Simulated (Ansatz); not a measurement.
# SiGeO (singlet): the correlation ladder, cc-pVDZ

How much of the correlation energy of SiGeO (singlet) does each wave-function method recover here?

Program: Ansatz 0.2.0, Gaussian basis. Level of theory: cc-pVDZ, core rule «outside noble gas», up to 20 orbitals frozen. These are calculated values, not measurements.

To be run: UHF; CCSD(T) on RHF; CCSD(T) on UHF; BCCD(T) on RHF; CISD; CCSDT(Q) on RHF; CCSDT(Q) on UHF.

31 further runs of the same task are left out: 11 that didn't finish, 20 set aside as unsound or not needed. Runs told in other sessions of the task aren't counted.

### Step 1. What is computed

The geometry is a PBE0/def2-TZVP stationary point (not a proven minimum) of the parent state, kept for this charge and spin. No spin-orbit coupling is included. The filled d shell of Ge may be among the frozen orbitals whatever the setting's name suggests.

3 atoms, charge 0, spin multiplicity 1.

Atoms are counted from 1 here; the program's logs count them from 0.

Bond lengths: O1–Ge2 1.995 Å, O1–Si3 1.603 Å, Ge2–Si3 2.444 Å. Angles: Ge2–O1–Si3 84.8°, O1–Ge2–Si3 40.8°, O1–Si3–Ge2 54.4°.

As a file:

```mol
GeOSi
  3D, bonds by distance, orders not assigned

  3  3  0  0  0  0  0  0  0  0999 V2000
    0.0000   -1.0210   -0.8567 O   0  0
    0.0000    0.0729    0.8117 Ge  0  0
    0.0000    0.3932   -1.6113 Si  0  0
  1  2  8  0
  1  3  8  0
  2  3  8  0
M  END
```

### Step 2. UHF

Contents of in.yaml:

```yaml
crystal:
  periodic: [false, false, false]
  atoms:
    - {symbol: O, position_ang: [0.000000, -1.021029, -0.856742]}
    - {symbol: Ge, position_ang: [0.000000, 0.072866, 0.811694]}
    - {symbol: Si, position_ang: [0.000000, 0.393187, -1.611297]}
basis:
  gaussian: {orbitals: cc-pVDZ}
magnetization: {spin_polarized: true, initial_magnetization: 0}
hamiltonian: {xc: hf}
output: {orbitals: {seedname: orbitals}}
```

Command:

```console
$ ansatz run in.yaml --threads 1 --pin off --events-out ev --progress --plain --max-ram 2393MiB
```

Further steps of the session: CCSD(T) on RHF; CCSD(T) on UHF; BCCD(T) on RHF; CISD; CCSDT(Q) on RHF; CCSDT(Q) on UHF.

**Question.** What will the summary of the whole plan be? Wanted: RCCSDT(Q) from the RHF energy; RMP2 from RCCSDT(Q); UMP2 from RCCSDT(Q); RCCSD from RCCSDT(Q); RCCSD(T) from RCCSDT(Q); UCCSD(T) from RCCSDT(Q); UCCSDT(Q) from RCCSDT(Q); T1 diagnostic.

The runs gave:

```
                         quantity          value
    RCCSDT(Q) from the RHF energy    -10.2956 eV
              RMP2 from RCCSDT(Q)  +105.0 kJ/mol
              UMP2 from RCCSDT(Q)  +121.0 kJ/mol
             RCCSD from RCCSDT(Q)   +49.5 kJ/mol
          RCCSD(T) from RCCSDT(Q)    +7.9 kJ/mol
          UCCSD(T) from RCCSDT(Q)    +8.6 kJ/mol
         UCCSDT(Q) from RCCSDT(Q)    -0.3 kJ/mol
levels within 1 kcal/mol (43 meV)      UCCSDT(Q)
                    T1 diagnostic          0.028
```

What this shows: RCCSD(T) lands +7.9 kJ/mol from the yardstick (0.8 % of the correlation energy). These misses are within one basis, not against nature.
